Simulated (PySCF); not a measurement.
**[Pb2]2+: how settings move a single point**

Aim: repeat the single point on relaxed [Pb2]2+ with altered settings, some of them bad on purpose. The species was built from a template and needn't be a known compound.

Computed with PySCF 2.14.0. Level: B3LYP, Pb def2-SVP with ECP60; scalar-relativistic core potentials, no spin–orbit coupling.

3 further runs of the same task are left out: 2 for a known fault of the program, 1 that didn't finish.

## Step 1: The starting structure

2 atoms, charge 2, spin multiplicity 1.

No contacts short enough for the rule that draws bonds.

Coordinates:

```xyz
2

Pb    0.00000    0.00000    1.78130
Pb    0.00000    0.00000   -1.78130
```

An earlier session relaxed this geometry at B3LYP, Pb def2-SVP with ECP60 (singlet, point group D∞h).

The sound run used a (50, 194) grid (finer on f atoms), a threshold of 1e-8 and at most 55 cycles, and ended at -385.210899 Eh.

## Step 2: Altered run 1

The input, run.py (the lines that set the calculation):

```python
mol = gto.M(atom='''
Pb     0.00000     0.00000     1.78130
Pb     0.00000     0.00000    -1.78130''',
    basis={'Pb': 'def2-SVP'},
    ecp={'Pb': 'def2-SVP'},
    charge=2, spin=0)
mf = dft.RKS(mol, xc='B3LYP')
mf.grids.atom_grid = (50, 194)
mf = mf.density_fit()  # fitting sets: Pb def2-universal-JKFIT
mf.conv_tol = 1e-05; mf.max_cycle = 55
mf.kernel(dm0)  # dm0: free metal ions and neutral atoms
```

Command:

```
$ OMP_NUM_THREADS=2 python run.py
```

The log of the run:

```text
init E= -381.270078351097
  HOMO = -0.688961599716706  LUMO = -0.636767700414693  gap/eV = 1.42027
cycle= 1 E= -385.031486058345  delta_E= -3.76  |g|= 0.893  |ddm|= 3.41
  HOMO = -0.492315621094792  LUMO = -0.437756234079259  gap/eV = 1.48464
cycle= 2 E= -385.158708575212  delta_E= -0.127  |g|= 0.506  |ddm|= 2.99
  HOMO = -0.548388163896798  LUMO = -0.48736127419137  gap/eV = 1.66063
cycle= 3 E= -385.210836774393  delta_E= -0.0521  |g|= 0.0113  |ddm|= 0.914
  HOMO = -0.547410898601573  LUMO = -0.48587042480386  gap/eV = 1.67460
cycle= 4 E= -385.210891614426  delta_E= -5.48e-05  |g|= 0.00397  |ddm|= 0.037
  HOMO = -0.548060005913346  LUMO = -0.486400426430708  gap/eV = 1.67784
cycle= 5 E= -385.210898596996  delta_E= -6.98e-06  |g|= 0.000182  |ddm|= 0.00795
  HOMO = -0.548137608329043  LUMO = -0.486471550796482  gap/eV = 1.67802
Extra cycle  E= -385.210898604494  delta_E= -7.5e-09  |g|= 0.000106  |ddm|= 0.000705
converged SCF energy = -385.210898604494
```

Wall time 0.9 s (2 threads of Arm Neoverse V1, shared host).

Changed: the SCF threshold (1e-05). It converges in 5 cycles, at the sound run's energy within 0.001 eV, with a largest force component of 0.00 eV/Å. The result survives the change.

## Step 3: Altered run 2

The input, run.py (the lines that set the calculation):

```python
mol = gto.M(atom='''
Pb     0.00000     0.00000     1.78130
Pb     0.00000     0.00000     0.68130''',
    basis={'Pb': 'def2-SVP'},
    ecp={'Pb': 'def2-SVP'},
    charge=2, spin=0)
mf = dft.RKS(mol, xc='B3LYP')
mf.grids.atom_grid = (50, 194)
mf = mf.density_fit()  # fitting sets: Pb def2-universal-JKFIT
mf.conv_tol = 1e-08; mf.max_cycle = 84
mf.kernel(dm0)  # dm0: free metal ions and neutral atoms
```

Command:

```
$ OMP_NUM_THREADS=2 python run.py
```

The log of the run:

```text
init E= -380.736889776446
  HOMO = -1.05767752303679  LUMO = -0.956148872080883  gap/eV = 2.76274
cycle= 1 E= -372.493057206224  delta_E= 8.24  |g|= 0.845  |ddm|= 13.5
  HOMO = -0.756377240891515  LUMO = -0.652128225870904  gap/eV = 2.83676
cycle= 2 E= -372.576115717635  delta_E= -0.0831  |g|= 0.499  |ddm|= 5.21
  HOMO = -0.829515347377613  LUMO = -0.716801352213278  gap/eV = 3.06710
cycle= 3 E= -372.627006648013  delta_E= -0.0509  |g|= 0.0345  |ddm|= 2.01
  HOMO = -0.82432566783072  LUMO = -0.712012560356835  gap/eV = 3.05620
cycle= 4 E= -372.62726221162  delta_E= -0.000256  |g|= 0.000847  |ddm|= 0.134
  HOMO = -0.824444216077472  LUMO = -0.711836617578975  gap/eV = 3.06421
cycle= 5 E= -372.627262409826  delta_E= -1.98e-07  |g|= 0.000128  |ddm|= 0.0185
  HOMO = -0.824422125511103  LUMO = -0.711849237834216  gap/eV = 3.06326
cycle= 6 E= -372.627262414104  delta_E= -4.28e-09  |g|= 1.68e-05  |ddm|= 0.000882
  HOMO = -0.824420409191615  LUMO = -0.711845683279218  gap/eV = 3.06331
Extra cycle  E= -372.627262414151  delta_E= -4.68e-11  |g|= 7.11e-06  |ddm|= 0.000212
converged SCF energy = -372.627262414151
```

It took 1.3 s on 2 threads of Arm Neoverse V1, shared host.

Changed: one atom's place (atom 2 put 1.1 Å from the metal); the cycle limit is 84. It converges in 6 cycles, +342.418 eV from the sound run, with a largest force component of 1478.00 eV/Å. The setting is unsound, so these numbers aren't the compound's.

## Step 4: Altered run 3

The input, run.py (the lines that set the calculation):

```python
mol = gto.M(atom='''
Pb     0.00000     0.00000     1.78130
Pb     0.00000     0.00000    -1.78130''',
    basis={'Pb': 'def2-SVP'},
    ecp={'Pb': 'def2-SVP'},
    charge=2, spin=0)
mf = dft.RKS(mol, xc='B3LYP')
mf.grids.atom_grid = (99, 590)
mf = mf.density_fit()  # fitting sets: Pb def2-universal-JKFIT
mf.conv_tol = 1e-08; mf.max_cycle = 55
mf.kernel(dm0)  # dm0: free metal ions and neutral atoms
```

Command:

```
$ OMP_NUM_THREADS=2 python run.py
```

The log of the run:

```text
init E= -381.270039048132
  HOMO = -0.688962092772476  LUMO = -0.636769109431968  gap/eV = 1.42024
cycle= 1 E= -385.03144457195  delta_E= -3.76  |g|= 0.893  |ddm|= 3.41
  HOMO = -0.492316350733513  LUMO = -0.43776174044181  gap/eV = 1.48451
cycle= 2 E= -385.158666378564  delta_E= -0.127  |g|= 0.506  |ddm|= 2.99
  HOMO = -0.548388871556305  LUMO = -0.487363432590956  gap/eV = 1.66059
cycle= 3 E= -385.210796094386  delta_E= -0.0521  |g|= 0.0113  |ddm|= 0.914
  HOMO = -0.547411672681074  LUMO = -0.485871710537231  gap/eV = 1.67459
cycle= 4 E= -385.210850930768  delta_E= -5.48e-05  |g|= 0.00397  |ddm|= 0.037
  HOMO = -0.548060783899907  LUMO = -0.486401588646679  gap/eV = 1.67783
cycle= 5 E= -385.210857913438  delta_E= -6.98e-06  |g|= 0.000182  |ddm|= 0.00795
  HOMO = -0.548126897498084  LUMO = -0.486461791990336  gap/eV = 1.67799
cycle= 6 E= -385.210857923269  delta_E= -9.83e-09  |g|= 1.32e-05  |ddm|= 0.000518
  HOMO = -0.54812501742482  LUMO = -0.486460516909292  gap/eV = 1.67798
Extra cycle  E= -385.210857923299  delta_E= -2.99e-11  |g|= 5.66e-06  |ddm|= 2.59e-05
converged SCF energy = -385.210857923299
```

Run time: 2.1 s. Hardware: 2 threads of Arm Neoverse V1, shared host.

Changed: the integration grid, to (99, 590). It converges in 6 cycles, +0.001 eV from the sound run, with a largest force component of 0.01 eV/Å. The result survives the change.

## Step 5: Altered run 4

The input, run.py (the lines that set the calculation):

```python
mol = gto.M(atom='''
Pb     0.00000     0.00000     1.87036
Pb     0.00000     0.00000    -1.87036''',
    basis={'Pb': 'def2-SVP'},
    ecp={'Pb': 'def2-SVP'},
    charge=2, spin=0)
mf = dft.RKS(mol, xc='B3LYP')
mf.grids.atom_grid = (50, 194)
mf = mf.density_fit()  # fitting sets: Pb def2-universal-JKFIT
mf.conv_tol = 1e-08; mf.max_cycle = 55
mf.kernel(dm0)  # dm0: free metal ions and neutral atoms
```

Command:

```
$ OMP_NUM_THREADS=2 python run.py
```

The log of the run:

```text
init E= -381.264858488321
  HOMO = -0.673995599539157  LUMO = -0.626064003444869  gap/eV = 1.30429
cycle= 1 E= -385.03278747824  delta_E= -3.77  |g|= 0.888  |ddm|= 3.36
  HOMO = -0.486057065955515  LUMO = -0.431840107958624  gap/eV = 1.47532
cycle= 2 E= -385.159377592211  delta_E= -0.127  |g|= 0.499  |ddm|= 2.92
  HOMO = -0.539446712975691  LUMO = -0.479753258064422  gap/eV = 1.62434
cycle= 3 E= -385.209772161612  delta_E= -0.0504  |g|= 0.00994  |ddm|= 0.888
  HOMO = -0.538666292975351  LUMO = -0.47861319451122  gap/eV = 1.63413
cycle= 4 E= -385.209814433517  delta_E= -4.23e-05  |g|= 0.00382  |ddm|= 0.0337
  HOMO = -0.539285711669405  LUMO = -0.479090495057012  gap/eV = 1.63800
cycle= 5 E= -385.209821071065  delta_E= -6.64e-06  |g|= 0.000174  |ddm|= 0.00784
  HOMO = -0.539347844213153  LUMO = -0.479148340653476  gap/eV = 1.63811
cycle= 6 E= -385.209821080184  delta_E= -9.12e-09  |g|= 1.41e-05  |ddm|= 0.000529
  HOMO = -0.539345650327939  LUMO = -0.479146623889334  gap/eV = 1.63810
Extra cycle  E= -385.209821080219  delta_E= -3.48e-11  |g|= 6.3e-06  |ddm|= 2.82e-05
converged SCF energy = -385.209821080219
```

Wall time 0.9 s (2 threads of Arm Neoverse V1, shared host).

Changed: the scale of all coordinates (1.05). It converges in 6 cycles, +0.029 eV from the sound run, with a largest force component of 0.30 eV/Å. The setting is unsound, so these numbers aren't the compound's.

## Step 6: Side by side

| run | changed | ending | energy change (eV) | cycles | time | usable |
| --- | --- | --- | --- | --- | --- | --- |
| 1 | the SCF threshold | converged | 0.000 | 5 | 0.9 s | yes |
| 2 | one atom's place | converged | +342.418 | 6 | 1.3 s | no |
| 3 | the integration grid | converged | +0.001 | 6 | 2.1 s | yes |
| 4 | the scale of all coordinates | converged | +0.029 | 6 | 0.9 s | no |

2 of 4 altered runs give a usable result. 2 ended normally with numbers unfit to quote.
